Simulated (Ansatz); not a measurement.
**SnH₅O+ (SMILES [OH2+][SnH3]): single points off equilibrium**

One table from this session's results is given with a row withheld; the runs are named, their logs left out.

Program: Ansatz 0.2.0, Gaussian basis. Level of theory: single points in def2-TZVPP. These are calculated values, not measurements.

Correlated methods freeze the cores. Filled d shells of the heavier atoms are correlated. Core potentials replace the inner electrons past krypton, and spin-orbit coupling is left out.

## Where the work starts

SMILES `[OH2+][SnH3]`, 7 atoms, charge 1, spin multiplicity 1.

Atoms are counted from 1 here; the program's logs count them from 0.

Bond lengths: O1–Sn2 2.347 Å, O1–H3 1.118 Å, O1–H4 1.019 Å, Sn2–H5 1.580 Å, Sn2–H6 1.689 Å, Sn2–H7 1.765 Å. Angles: Sn2–O1–H3 131.2°, Sn2–O1–H4 141.6°, H3–O1–H4 87.3°, O1–Sn2–H5 91.1°, O1–Sn2–H6 90.0°, O1–Sn2–H7 90.1°, H5–Sn2–H6 124.3°, H5–Sn2–H7 118.8°, H6–Sn2–H7 116.9°.

Geometry (Å):

```xyz
7

O    -0.1485   -1.1328    0.1898
Sn    0.0694    1.1665   -0.2259
H    -0.9657   -1.8523   -0.0646
H     0.3549   -1.9226    0.5917
H    -0.7369    1.0286   -1.5781
H    -0.6343    1.5045    1.2714
H     1.8261    0.9949   -0.2633
```

The first run:

Input file run/in.yaml:

```yaml
crystal:
  periodic: [false, false, false]
  atoms:
    - {symbol: O, position_ang: [-0.148500, -1.132800, 0.189800]}
    - {symbol: Sn, position_ang: [0.069400, 1.166500, -0.225900]}
    - {symbol: H, position_ang: [-0.965700, -1.852300, -0.064600]}
    - {symbol: H, position_ang: [0.354900, -1.922600, 0.591700]}
    - {symbol: H, position_ang: [-0.736900, 1.028600, -1.578100]}
    - {symbol: H, position_ang: [-0.634300, 1.504500, 1.271400]}
    - {symbol: H, position_ang: [1.826100, 0.994900, -0.263300]}
basis:
  gaussian: {orbitals: def2-TZVPP}
total_charge: 1
correlation: {method: ccsd_t}
output: {forces: true}
```

The command line of these runs was not kept.

Steps of the session up to this table: CCSD(T)/def2-TZVPP; PBE0-D4/def2-TZVPP; wB97M-V/def2-TZVPP; r2SCAN-D4/def2-TZVPP; PBE-D4/def2-TZVPP; LC-wPBE/def2-TZVPP; BLYP-D4/def2-TZVPP.

One table of the session follows, with a row left open; its other results are not shown here.

```
   method  RMS force component (eV/Å)  angle to CCSD(T) forces (°)
  CCSD(T)                       1.925                    reference
  PBE0-D4                       1.978                          1.8
  wB97M-V                       1.953                          0.5
r2SCAN-D4                       1.908                          1.7
   PBE-D4                       1.792                          5.4
  LC-wPBE                       2.001                          1.0
  BLYP-D4                           ?                            ?
```

Q: Estimate the row for BLYP-D4 from the others.

The run gave: RMS force component (eV/Å): 1.776; angle to CCSD(T) forces (°): 6.6. In the column «RMS force component (eV/Å)» it is the lowest.
